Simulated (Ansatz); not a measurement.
# H5NSiTe: the cost of one run

Method: the settings change from run to run; program: Ansatz 0.2.0, Gaussian basis.

## Step 1: The molecule

An earlier PBE0-D4 in a triple-zeta def2 set relaxation fixed the geometry. Te takes a core potential in def2 sets; no spin-orbit term is included.

8 atoms, charge 0, spin multiplicity 1.

Atoms are counted from 1 here; the program's logs count them from 0.

Bond lengths: N1–Si2 1.714 Å, N1–H4 1.008 Å, N1–H5 1.008 Å, Si2–Te3 2.513 Å, Si2–H6 1.482 Å, Si2–H7 1.483 Å, Te3–H8 1.658 Å. Angles: Si2–N1–H4 119.5°, Si2–N1–H5 118.5°, H4–N1–H5 110.5°, N1–Si2–Te3 118.0°, N1–Si2–H6 106.5°, N1–Si2–H7 109.5°, Te3–Si2–H6 108.8°, Te3–Si2–H7 102.2°, H6–Si2–H7 112.0°, Si2–Te3–H8 91.9°.

## Step 2: RPA/def2-TZVPP

Set apart from the defaults: atoms shaken by 0.03 Å.

Input file in.yaml:

```yaml
crystal:
  periodic: [false, false, false]
  atoms:
    - {symbol: N, position_ang: [-0.871177, 0.540225, -0.893656]}
    - {symbol: Si, position_ang: [0.581768, 0.360998, -0.013355]}
    - {symbol: Te, position_ang: [1.061512, -1.899848, 0.918474]}
    - {symbol: H, position_ang: [-0.972770, 0.054556, -1.776835]}
    - {symbol: H, position_ang: [-1.665698, 0.672745, -0.471470]}
    - {symbol: H, position_ang: [0.420657, 1.342327, 1.139189]}
    - {symbol: H, position_ang: [1.786383, 0.673876, -0.820364]}
    - {symbol: H, position_ang: [-0.223942, -1.852497, 1.929907]}
basis:
  gaussian: {orbitals: def2-TZVPP}
hamiltonian: {xc: {name: HF}}
correlation: {method: rpa}
```

Started as:

```console
$ ansatz run in.yaml --threads 2 --pin off --events-out ev --progress --plain --max-ram 4352MiB
```

What time and memory should one allow on 2 threads of Arm Neoverse V2, shared host?

About 3.7 s, with a peak of 0.38 GiB.
